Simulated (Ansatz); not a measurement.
# P: an axial (c/a) deformation path

One table from this session's results is given with a row withheld; the runs are named, their logs left out.

Method: DFT PBEsol, scalar-relativistic, plane waves, PAW, in Ansatz 0.2.0.

### Starting point

The structure is trigonal, space group R-3m (No. 166). The conventional cell has a = 3.451 Å, b = 3.451 Å, c = 9.389 Å, α = 90.00°, β = 90.00°, γ = 120.00°. P (site symmetry 3m) is surrounded by 3 P at 2.29 Å.

Structure file:

```
CELL_PARAMETERS angstrom
1.72573 0.99635 3.12968
-1.72573 0.99635 3.12968
0.00000 -1.99270 3.12968
ATOMIC_POSITIONS crystal
P 0.22708 0.22708 0.22708
P 0.77292 0.77292 0.77292
```

It goes back to an entry of the Materials Project, which need not be the stable form.

The cell is taken as given, not relaxed at this level.

Set-up of the first run:

Contents of input.yaml:

```yaml
crystal:
  lattice:
    - [1.725725178, 0.9963478961, 3.1296800121]
    - [-1.725725178, 0.9963478961, 3.1296800121]
    - [0.0, -1.9926957921, 3.1296800121]
  atoms:
    - { symbol: P, position: [0.22708025, 0.22708025, 0.22708025] }
    - { symbol: P, position: [0.77291975, 0.77291975, 0.77291975] }
basis:
  ecutwfc: 420
kpoints:
  mp_grid: { grid: [18, 18, 18] }
hamiltonian:
  xc: pbesol
scf:
  occupations: { method: gaussian, width: 0.15 }
output:
  forces: true
  stress: true
  eigenvalues: true
  write_density: true
  write_potential: true
  elf: true
  volumetric_format: npy
```

Launch:

```sh
> ansatz run input.yaml --threads 1 --pin off --max-ram 2560MiB --backend cpu --events-out ev --progress --plain --runs-dir out
```

Steps of the session up to this table: The undisturbed cell; Point ρ = 0.850; Point ρ = 1.200; Point ρ = 0.920; ρ = 1.100; At ρ = 0.960; ρ = 1.050; At ρ = 0.800; Point ρ = 1.300.

One of the session's tables, all rows but one given; the rest of the session is left out.

It belongs to the step «The scan collected». 

| ρ | ΔE (meV/atom) | pressure (GPa) |
| --- | --- | --- |
| 0.800 | 131.1 | -7.1 |
| 0.850 | 65.4 | -5.6 |
| 0.920 | 11.7 | -3.7 |
| 0.960 | 0.1 | -2.6 |
| 1.000 | 0.0 | -1.7 |
| 1.050 | 8.8 | -0.7 |
| 1.100 | 23.1 | 0.3 |
| 1.200 | ? | ? |
| 1.300 | 138.8 | 2.3 |

Estimate the missing values for ρ = 1.200.

Worked estimate for «ΔE (meV/atom)». A straight line through the neighbours (1.100, 23.1) and (1.300, 138.8) gives 23.1 + (138.8 − 23.1) × (1.200 − 1.100) / (1.300 − 1.100) = 80.9; a parabola fitted to 3 rows on both sides gives 69.2.

The run gave: ΔE (meV/atom): 66.7; pressure (GPa): 1.5. In «ΔE (meV/atom)» the line misses by +14.2 and the parabola by +2.5.
